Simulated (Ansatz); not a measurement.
# EuSn3: moment against volume

At what volume does EuSn3 lose its moments? Methods of the runs shown: LAPW. Companion runs by PAW are cited. Its runs: free moments (LAPW); volume scaled by 0.72 (LAPW); volume scaled by 0.72, no spin polarisation (LAPW); volume scaled by 1.1 (LAPW); volume scaled by 1.18 (LAPW).

Method: DFT, LDA, all-electron LAPW, scalar-relativistic, in Ansatz 0.2.0.

## 1. The system as given

It takes space group Pm-3m (No. 221, cubic). The conventional cell has a = 4.764 Å, b = 4.764 Å, c = 4.764 Å, α = 90.00°, β = 90.00°, γ = 90.00°. Around Eu (site symmetry m-3m) lie 12 Sn at 3.37 Å. Sn (site symmetry 4/mmm) is surrounded by 4 Eu at 3.37 Å and 8 Sn at 3.37 Å.

As a file:

```
CELL_PARAMETERS angstrom
4.76441 0.00000 0.00000
0.00000 4.76441 0.00000
0.00000 0.00000 4.76441
ATOMIC_POSITIONS crystal
Eu 0.00000 0.00000 0.00000
Sn 0.00000 0.50000 0.50000
Sn 0.50000 0.50000 0.00000
Sn 0.50000 0.00000 0.50000
```

Atoms are numbered in the order of the input: Eu1, Sn2, Sn3, Sn4.

## 2. Free moments, LAPW

The input, input.yaml:

```yaml
crystal:
  lattice:
    - [4.7644144033, 0.0, 0.0]
    - [0.0, 4.7644144033, 0.0]
    - [0.0, 0.0, 4.7644144033]
  atoms:
    - { symbol: Eu, position: [0.0, 0.0, 0.0], spin: 7.0 }
    - { symbol: Sn, position: [0.0, 0.5, 0.5] }
    - { symbol: Sn, position: [0.5, 0.5, 0.0] }
    - { symbol: Sn, position: [0.5, 0.0, 0.5] }
magnetization:
  spin_polarized: true
kpoints:
  mp_grid: { grid: [6, 6, 6] }
scf:
  occupations: { method: fermi_dirac, width: 0.05 }
hamiltonian:
  xc: lda
  pseudopotentials: { kind: all_electron, lapw: { basis_error: 0.001 } }
output:
  forces: true
  stress: true
  eigenvalues: false
  populations: true
```

The run is started by

```bash
ansatz run input.yaml --threads 2 --pin off --max-ram 6144MiB --backend cpu --events-out ev --progress --plain --runs-dir out
```

The log of the run (excerpt; [...] marks lines left out):

```text
settings of this run that can trade accuracy for cost: output.eigenvalues: false. Do not mix this run's numbers with those of runs without the same settings; the input reference describes each key
Eu: projections on atomic orbitals take those of the free atom 1s2 2s2 2p6 3s2 3p6 3d10 4s2 4p6 4d10 4f7 5s2 5p6 5d0 6s2, of charge +0.00 (hamiltonian.pseudopotentials.projection_atoms)
Sn: projections on atomic orbitals take those of the free atom 1s2 2s2 2p6 3s2 3p6 3d10 4s2 4p6 4d10 5s2 5p2, of charge +0.00 (hamiltonian.pseudopotentials.projection_atoms)
LAPW: plane waves up to 7.205 Å⁻¹, error target 1.0e-3 eV per atom; small_component_spin mean_spin; Sn in spheres of 1.553 Å, 22 of its electrons in bands, Dirac shells []; Eu in spheres of 1.815 Å, 27 of its electrons in bands, Dirac shells []
[...]
Pseudopotentials: kind: all_electron
Pseudopotential: Eu, LAPW, valence charge 27, Koelling and Harmon's equation, gaussian nucleus
Pseudopotential: Sn, LAPW, valence charge 22, Koelling and Harmon's equation, gaussian nucleus
Functional definition: SPW92
[...]
Crystal: 4 atoms, lattice volume = 108.151 Å³
Basis set: ecut = 197.77873951794334 eV, 691 PW (Γ), exchange–correlation at level 2
Bands: 60, of which v1, the nominal top of the filled ones, is band 47 counted from 1 (46 counted from 0)
Symmetry: 48 space group operations
Space group: Pm-3m (ITA 221), of the structure as read, at distance tolerance 4.8e-5 Å
[...]
SCF converged after 12 iterations
Magnetization: 6.8220 μB (49.9110 up, 43.0890 down)
Absolute magnetization: 6.8950 μB (∫|ρ↑−ρ↓|)
Spin contamination: 0.1054 ħ² per cell (⟨S²⟩ above its minimum at these occupations)
Per-site moments (μB) at R_I (Å): [(6.787165842555336, 1.8154612721567585), (-0.0024485088529573318, 1.5534884105982665), (-0.0024485088529573318, 1.5534884105982665), (-0.0024485088529573318, 1.5534884105982665)]
Free energy (F): -798707.662664 eV
[...]
E sigma→0 (E₀):  -798707.652487 eV
Entropy (-TS):   -0.020353 eV (-5.088 meV/atom)
Fermi energy:    14.489429 eV
[...]
--- Forces (eV/Å), atoms counted from 1 ---
  atom   1  Eu    -0.00000000     0.00000000     0.00000000
  atom   2  Sn     0.00000000     0.00000000    -0.00000000
  atom   3  Sn    -0.00000000     0.00000000     0.00000000
  atom   4  Sn    -0.00000000    -0.00000000    -0.00000000
[...]
--- Stress (GPa, compression-positive) ---
       -4.203648       0.000000       0.000000
        0.000000      -4.203648       0.000000
        0.000000       0.000000      -4.203648
  P = ⅓ Tr σ = -4.2036 GPa (-42.036 kbar)
--- Löwdin populations: 4 sites ---
  site symbol       q [e]    m [muB]
     0     Eu     63.2560     6.8664
     1     Sn     49.8923    -0.0160
     2     Sn     49.8923    -0.0160
     3     Sn     49.8923    -0.0160
  spilling = 0.000315 (of n_electrons = 213.000000)
settings of this run that can trade accuracy for cost: output.eigenvalues: false. Do not mix this run's numbers with those of runs without the same settings; the input reference describes each key
```

Wall time 25 s (2 threads of Arm Neoverse V2, shared host); peak memory 0.67 GiB.

Read from it: total moment 6.82 μB; site moments Eu1 6.79, Sn2 0.00, Sn3 0.00, Sn4 0.00 μB; pressure -4.20 GPa.

## 3. Volume scaled by 0.72, LAPW

Edit input.yaml of step 2 so:

```diff
@@ -2,5 +2,5 @@
   lattice:
-    - [4.7644144033, 0.0, 0.0]
-    - [0.0, 4.7644144033, 0.0]
-    - [0.0, 0.0, 4.7644144033]
+    - [4.2702538643, 0.0, 0.0]
+    - [0.0, 4.2702538643, 0.0]
+    - [0.0, 0.0, 4.2702538643]
   atoms:
```

The run is started by

```bash
ansatz run input.yaml --threads 2 --pin off --max-ram 6144MiB --backend cpu --events-out ev --progress --plain --runs-dir out
```

The log of the run:

```text
settings of this run that can trade accuracy for cost: output.eigenvalues: false. Do not mix this run's numbers with those of runs without the same settings; the input reference describes each key
Eu: projections on atomic orbitals take those of the free atom 1s2 2s2 2p6 3s2 3p6 3d10 4s2 4p6 4d10 4f7 5s2 5p6 5d0 6s2, of charge +0.00 (hamiltonian.pseudopotentials.projection_atoms)
Sn: projections on atomic orbitals take those of the free atom 1s2 2s2 2p6 3s2 3p6 3d10 4s2 4p6 4d10 5s2 5p2, of charge +0.00 (hamiltonian.pseudopotentials.projection_atoms)
LAPW: plane waves up to 8.147 Å⁻¹, error target 1.0e-3 eV per atom; small_component_spin mean_spin; Sn in spheres of 1.410 Å, 22 of its electrons in bands, Dirac shells []; Eu in spheres of 1.610 Å, 33 of its electrons in bands, Dirac shells []
Engine: ansatz 0.2.0
[... 1 set-up line as earlier in the session ...]
Pseudopotential: Eu, LAPW, valence charge 33, Koelling and Harmon's equation, gaussian nucleus
[... 2 set-up lines as earlier in the session ...]
  exchange = slater_x
  correlation = pw_c
Crystal: 4 atoms, lattice volume = 77.868 Å³
Basis set: ecut = 252.8749271017682 eV, 739 PW (Γ), exchange–correlation at level 2
Bands: 64, of which v1, the nominal top of the filled ones, is band 50 counted from 1 (49 counted from 0)
[... 1 set-up line as earlier in the session ...]
Space group: Pm-3m (ITA 221), of the structure as read, at distance tolerance 4.3e-5 Å
Magnetic group: BNS 221.92 (UNI 1594), of the structure as read, at distance tolerance 4.3e-5 Å
k-points: 20 of 216
Non-local potential: Eu, projectors of the file, none
Non-local potential: Sn, projectors of the file, none
Initial density: superposition of atomic densities (chi_scale 0.1, normalization cell)
Starting moments: Σ|m| = 7 μB on 1 of 4 sites
Initial wavefunctions: plane waves of lowest kinetic energy (no species holds an atomic orbital)
Functional: x = slater, c = lda
iter 1 solved again at ethr=8.29e-4 eV; its pass at ethr=1.00e-1 eV (dr2=8.21e-1 eV) is discarded
SCF iter   1: F=—  HF=-798705.830612 eV  |F-HF|=—  |Δ(HF+E_count)|=         —  Δρ=1.01e-2 (↑9.26e-3 ↓1.01e-2)  dr2=8.20e-1  dr2_m=3.76e-3  M=6.719 μB ∫|m|=6.927 μB  β_m=0.30  ethr=8.29e-4  ⟨swp⟩=2.1  Hψ=16622  notcnv=0
Mixer restart at iter 1: flushing history
preconditioner: auto → Kerker (q_TF=auto, 2.840 Å⁻¹)  [metal: Δε(μ)=0.080 eV  Ē_g=18.846 eV  σ=0.050 eV  W_gap=0.36  n_scr=26 (ndim 8)  ℏωp=31.8 eV  f_vac=0.000  D(μ)=1.57/eV (n_scr^D=6)]
spin=Collinear: Kerker preconditioning applied to the charge; magnetization (m = ρ↑ − ρ↓) channel mixes plain (no charge-response kernel on spin).
SCF iter   2: F=—  HF=-798706.048670 eV  |F-HF|=—  |Δ(HF+E_count)|=   2.18e-1  Δρ=7.28e-3 (↑6.87e-3 ↓7.28e-3)  dr2=4.32e-1  dr2_m=1.75e-3  M=6.751 μB ∫|m|=6.916 μB  β_m=0.48  ethr=8.29e-4  ⟨swp⟩=2.4  Hψ=7806  notcnv=0
SCF iter   3: F=—  HF=-798706.284882 eV  |F-HF|=—  |Δ(HF+E_count)|=   2.36e-1  Δρ=3.86e-3 (↑3.78e-3 ↓3.86e-3)  dr2=1.50e-1  dr2_m=6.89e-5  M=6.785 μB ∫|m|=6.918 μB  β_m=0.46  ethr=4.36e-4  ⟨swp⟩=2.0  Hψ=7666  notcnv=0
SCF iter   4: F=—  HF=-798706.268268 eV  |F-HF|=—  |Δ(HF+E_count)|=   1.66e-2  Δρ=2.84e-3 (↑2.70e-3 ↓2.84e-3)  dr2=6.12e-2  dr2_m=5.18e-4  M=6.745 μB ∫|m|=6.870 μB  β_m=0.44  ethr=1.52e-4  ⟨swp⟩=2.1  Hψ=7592  notcnv=0
SCF iter   5: F=—  HF=-798706.330441 eV  |F-HF|=—  |Δ(HF+E_count)|=         —  Δρ=1.64e-3 (↑1.64e-3 ↓1.46e-3)  dr2=1.38e-2  dr2_m=3.49e-4  M=6.727 μB ∫|m|=6.843 μB  β_m=0.72  ethr=6.18e-5  ⟨swp⟩=2.5  Hψ=7514  notcnv=0
the basis was enlarged: its passes take 477.2 KiB over the memory plan, 2 of 2 planned eigensolver slots
iter 6 solved again at ethr=6.84e-7 eV; its pass at ethr=1.39e-5 eV (dr2=6.77e-4 eV) is discarded
SCF iter   6: F=—  HF=-798706.376632 eV  |F-HF|=—  |Δ(HF+E_count)|=   4.62e-2  Δρ=5.69e-4 (↑5.69e-4 ↓2.58e-4)  dr2=6.79e-4  dr2_m=4.50e-5  M=6.708 μB ∫|m|=6.818 μB  β_m=0.73  ethr=6.84e-7  ⟨swp⟩=2.0  Hψ=12685  notcnv=0
SCF iter   7: F=—  HF=-798706.381311 eV  |F-HF|=—  |Δ(HF+E_count)|=   4.68e-3  Δρ=2.56e-4 (↑2.56e-4 ↓1.04e-4)  dr2=1.87e-4  dr2_m=7.45e-6  M=6.707 μB ∫|m|=6.815 μB  β_m=0.87  ethr=6.84e-7  ⟨swp⟩=2.9  Hψ=7429  notcnv=0
SCF iter   8: F=—  HF=-798706.382603 eV  |F-HF|=—  |Δ(HF+E_count)|=   1.29e-3  Δρ=1.37e-4 (↑1.37e-4 ↓5.69e-5)  dr2=7.45e-5  dr2_m=2.04e-6  M=6.702 μB ∫|m|=6.810 μB  β_m=0.93  ethr=1.89e-7  ⟨swp⟩=2.5  Hψ=7389  notcnv=0
SCF iter   9: F=—  HF=-798706.382700 eV  |F-HF|=—  |Δ(HF+E_count)|=   9.62e-5  Δρ=3.14e-5 (↑2.87e-5 ↓3.14e-5)  dr2=5.45e-6  dr2_m=5.93e-9  M=6.700 μB ∫|m|=6.808 μB  β_m=0.85  ethr=7.52e-8  ⟨swp⟩=2.5  Hψ=7279  notcnv=0
SCF iter  10: F=—  HF=-798706.382696 eV  |F-HF|=—  |Δ(HF+E_count)|=   3.19e-6  Δρ=1.82e-5 (↑1.71e-5 ↓1.82e-5)  dr2=6.93e-7  dr2_m=5.29e-8  M=6.701 μB ∫|m|=6.809 μB  β_m=0.93  ethr=5.51e-9  ⟨swp⟩=2.5  Hψ=7340  notcnv=0
SCF iter  11: F=—  HF=-798706.382705 eV  |F-HF|=—  |Δ(HF+E_count)|=   8.52e-6  Δρ=8.72e-6 (↑7.72e-6 ↓8.72e-6)  dr2=2.45e-7  dr2_m=5.90e-9  M=6.701 μB ∫|m|=6.809 μB  β_m=0.96  ethr=7.00e-10  ⟨swp⟩=3.0  Hψ=7440  notcnv=0
SCF iter  12: F=—  HF=-798706.382706 eV  |F-HF|=—  |Δ(HF+E_count)|=   8.44e-7  Δρ=3.43e-6 (↑3.43e-6 ↓2.76e-6)  dr2=6.46e-8  dr2_m=2.52e-10  M=6.701 μB ∫|m|=6.810 μB  β_m=0.88  ethr=2.47e-10  ⟨swp⟩=2.5  Hψ=7332  notcnv=0
SCF iter  13: F=—  HF=-798706.382706 eV  |F-HF|=—  |Δ(HF+E_count)|=   8.16e-8  Δρ=1.23e-6 (↑1.23e-6 ↓7.54e-7)  dr2=2.72e-9  dr2_m=3.61e-10  M=6.701 μB ∫|m|=6.810 μB  β_m=0.94  ethr=6.52e-11  ⟨swp⟩=2.0  Hψ=7236  notcnv=0
SCF iter  14: F=—  HF=-798706.382706 eV  |F-HF|=—  |Δ(HF+E_count)|=   3.75e-8  Δρ=6.57e-7 (↑6.57e-7 ↓3.51e-7)  dr2=7.41e-10  dr2_m=1.05e-10  M=6.701 μB ∫|m|=6.810 μB  β_m=0.97  ethr=1.00e-11 (applied; sched 2.75e-12)  ⟨swp⟩=2.5  Hψ=7372  notcnv=0
SCF iter  15: F=-798706.382706 eV  HF=-798706.382706 eV  |F-HF|=2.33e-10  |Δ(HF+E_count)|=   8.38e-9  Δρ=7.67e-8 (↑7.67e-8 ↓6.93e-8)  dr2=1.14e-11  dr2_m=1.22e-12  M=6.701 μB ∫|m|=6.810 μB  ethr=9.68e-12 (applied; sched 1.00e-12)  ⟨swp⟩=2.1  Hψ=7239  notcnv=0
SCF 1 converged in 15 iterations: F = -798706.382706 eV  dr2 = 1.14e-11
SCF converged after 15 iterations
Magnetization: 6.7012 μB (52.8506 up, 46.1494 down)
Absolute magnetization: 6.8096 μB (∫|ρ↑−ρ↓|)
Spin contamination: 0.1361 ħ² per cell (⟨S²⟩ above its minimum at these occupations)
Per-site moments (μB) at R_I (Å): [(6.645017925764417, 1.6099785264870685), (-0.005033476724801034, 1.4095468933530846), (-0.005033476724801034, 1.4095468933530846), (-0.005033476724801034, 1.4095468933530846)]
Free energy (F): -798706.382706 eV
Harris-Foulkes:  -798706.382706 eV  (|F-HF|=2.33e-10)
Internal energy: -798706.367038 eV  (E = F + TS)
E sigma→0 (E₀):  -798706.374872 eV
Entropy (-TS):   -0.015668 eV (-3.917 meV/atom)
Fermi energy:    21.642955 eV
--- Per-component energies (eV) ---
  E_band       = -3917.536441
  E_kinetic    = 849377.636991
  E_xc         = -19485.632177
  E_electrostatic = -1628598.371853  (all electrons and nuclei)
  E_smearing   = -0.015668  (= −TS)
  E_closure    = 0.000000  (closes the sum)
  E_atoms      = -798681.552129  (free atoms, spherical and without spin; not in F)
  Σ components = -798706.382706   (vs F -798706.382706, Δ=0.00e0)
  Basis errors (estimates in eV, not in F): energy 2.3e-4 per atom: plane waves 1.7e-4 (8.6e-5 summed), levels above the bands 5.8e-53, relativity 3.1e-8, radial functions 6.1e-5, core shells 2.0e-7; eigenvalues (radial functions only) 1.5e-6; not estimated: angular momenta, meshes, grids; target (lapw.basis_error) 1.0e-3; muffin-tin radii Sn 1.410 Å, Eu 1.610 Å
--- Forces (eV/Å), atoms counted from 1 ---
  atom   1  Eu    -0.00000000    -0.00000000    -0.00000000
  atom   2  Sn    -0.00000000     0.00000000     0.00000000
  atom   3  Sn    -0.00000000    -0.00000000     0.00000000
  atom   4  Sn    -0.00000000    -0.00000000     0.00000000
  max |Σ_I F_I| component: 2.35e-30 eV/Å
--- Stress (GPa, compression-positive) ---
       26.158055      -0.000000       0.000000
       -0.000000      26.158055       0.000000
        0.000000       0.000000      26.158055
  P = ⅓ Tr σ = 26.1581 GPa (261.581 kbar)
--- Löwdin populations: 4 sites ---
  site symbol       q [e]    m [muB]
     0     Eu     63.8878     6.7839
     1     Sn     49.6749    -0.0282
     2     Sn     49.6749    -0.0282
     3     Sn     49.6749    -0.0282
  spilling = 0.000410 (of n_electrons = 213.000000)
settings of this run that can trade accuracy for cost: output.eigenvalues: false. Do not mix this run's numbers with those of runs without the same settings; the input reference describes each key
```

Run time: 33 s. Hardware: 2 threads of Arm Neoverse V2, shared host; peak memory 0.69 GiB.

Result: total moment 6.70 μB; site moments Eu1 6.65, Sn2 -0.01, Sn3 -0.01, Sn4 -0.01 μB; pressure 26.16 GPa.

## 4. Volume scaled by 0.72, no spin polarisation, LAPW

Edit input.yaml of step 3 so:

```diff
@@ -6,3 +6,3 @@
   atoms:
-    - { symbol: Eu, position: [0.0, 0.0, 0.0], spin: 7.0 }
+    - { symbol: Eu, position: [0.0, 0.0, 0.0] }
     - { symbol: Sn, position: [0.0, 0.5, 0.5] }
@@ -10,4 +10,2 @@
     - { symbol: Sn, position: [0.5, 0.0, 0.5] }
-magnetization:
-  spin_polarized: true
 kpoints:
@@ -23,2 +21 @@
   eigenvalues: false
-  populations: true
```

The run is started by

```bash
ansatz run input.yaml --threads 2 --pin off --max-ram 6144MiB --backend cpu --events-out ev --progress --plain --runs-dir out
```

The log of the run (excerpt; [...] marks lines left out):

```text
settings of this run that can trade accuracy for cost: output.eigenvalues: false. Do not mix this run's numbers with those of runs without the same settings; the input reference describes each key
LAPW: plane waves up to 8.147 Å⁻¹, error target 1.0e-3 eV per atom; small_component_spin mean_spin; Sn in spheres of 1.410 Å, 22 of its electrons in bands, Dirac shells []; Eu in spheres of 1.610 Å, 33 of its electrons in bands, Dirac shells []
[...]
[... 4 set-up lines as earlier in the session ...]
[...]
Crystal: 4 atoms, lattice volume = 77.868 Å³
Basis set: ecut = 252.8749271017682 eV, 739 PW (Γ), exchange–correlation at level 2
[...]
SCF iter  17: F=-798700.774693 eV  HF=-798700.774693 eV  |F-HF|=1.18e-7  |Δ(HF+E_count)|=   3.68e-8  Δρ=5.41e-6  dr2=5.65e-8  ethr=3.18e-10  ⟨swp⟩=2.0  Hψ=3575  notcnv=0
[...]
SCF converged after 17 iterations
Free energy (F): -798700.774693 eV
[...]
E sigma→0 (E₀):  -798700.656460 eV
Entropy (-TS):   -0.236467 eV (-59.117 meV/atom)
Fermi energy:    21.450862 eV
[...]
--- Forces (eV/Å), atoms counted from 1 ---
  atom   1  Eu    -0.00000000     0.00000000     0.00000000
  atom   2  Sn     0.00000000     0.00000000     0.00000000
  atom   3  Sn    -0.00000000    -0.00000000    -0.00000000
  atom   4  Sn    -0.00000000     0.00000000     0.00000000
[...]
--- Stress (GPa, compression-positive) ---
       20.013900       0.000000       0.000000
        0.000000      20.013900       0.000000
        0.000000       0.000000      20.013900
  P = ⅓ Tr σ = 20.0139 GPa (200.139 kbar)
settings of this run that can trade accuracy for cost: output.eigenvalues: false. Do not mix this run's numbers with those of runs without the same settings; the input reference describes each key
```

It took 15 s on 2 threads of Arm Neoverse V2, shared host; peak memory 0.46 GiB.

Read from it: pressure 20.01 GPa.

[end of part 1 of 2]
